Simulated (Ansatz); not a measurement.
# CsYbS2: the cost of one run

Program: Ansatz 0.2.0. Level of theory: DFT LDA+U (U = 8 eV, J = 0.5 eV on Yb f), plane waves, PAW, no spin–orbit coupling unless a run says so. These are calculated values, not measurements.

### Step 1. The structure to begin with

It takes space group P6_3/mmc (No. 194, hexagonal). Conventional cell: a = 4.246 Å, b = 4.246 Å, c = 15.719 Å, α = 90.00°, β = 90.00°, γ = 120.00°. Cs (site symmetry -6m2) is surrounded by 6 S at 3.51 Å. S (site symmetry 3m) is surrounded by 3 Yb at 2.83 Å and 3 Cs at 3.51 Å. Yb (site symmetry -3m) is surrounded by 6 S at 2.83 Å.

As a file:

```xyz
8
Lattice="4.2465 0.0000 0.0000 -2.1232 3.6776 0.0000 0.0000 0.0000 15.7190" Properties=species:S:1:pos:R:3 pbc="T T T"
Cs    2.1232    1.2259    3.9298
Cs    0.0000    2.4517   11.7893
S     2.1232    1.2259   14.2994
S     0.0000    2.4517    1.4197
S     0.0000    2.4517    6.4398
S     2.1232    1.2259    9.2792
Yb    0.0000    0.0000    7.8595
Yb    0.0000    0.0000    0.0000
```

Magnetic order typed: ferromagnetic.

### Step 2. From atoms, symmetry kept, no search

input.yaml reads:

```yaml
crystal:
  lattice:
    - [4.24647613, 0.0, 0.0]
    - [-2.12323806, 3.6775562, 0.0]
    - [0.0, 0.0, 15.71902601]
  atoms:
    - { symbol: Cs, position: [0.6666666667, 0.3333333333, 0.25] }
    - { symbol: Cs, position: [0.3333333333, 0.6666666667, 0.75] }
    - { symbol: S, position: [0.6666666667, 0.3333333333, 0.909685] }
    - { symbol: S, position: [0.3333333333, 0.6666666667, 0.090315] }
    - { symbol: S, position: [0.3333333333, 0.6666666667, 0.409685] }
    - { symbol: S, position: [0.6666666667, 0.3333333333, 0.590315] }
    - { symbol: Yb, position: [0.0, 0.0, 0.5], spin: 1.0 }
    - { symbol: Yb, position: [0.0, 0.0, 0.0], spin: 1.0 }
basis:
  ecutwfc: 420
  ecutrho_ratio: 4
kpoints:
  mp_grid: { grid: [5, 5, 2] }
hamiltonian:
  xc: lda
  hubbard:
    sites:
      - { site: 6, l: f, u: 8.0, j: 0.5 }
      - { site: 7, l: f, u: 8.0, j: 0.5 }
scf:
  occupations: { method: gaussian, width: 0.05 }
  lower_state_search: "off"
  max_iter: 150
output:
  forces: true
  stress: true
  eigenvalues: true
  populations: true
  hubbard: { sites: [{ site: 6, l: f }, { site: 7, l: f }] }
magnetization:
  spin_polarized: true
```

On the command line:

```
> ansatz run input.yaml --threads 8 --pin off --max-ram 12288MiB --backend cpu --events-out ev --progress --plain --runs-dir out
```

Q: Estimate wall time and peak memory on 8 threads of Arm Neoverse N1, shared host.

About 13 s, with a peak of 1.2 GiB.
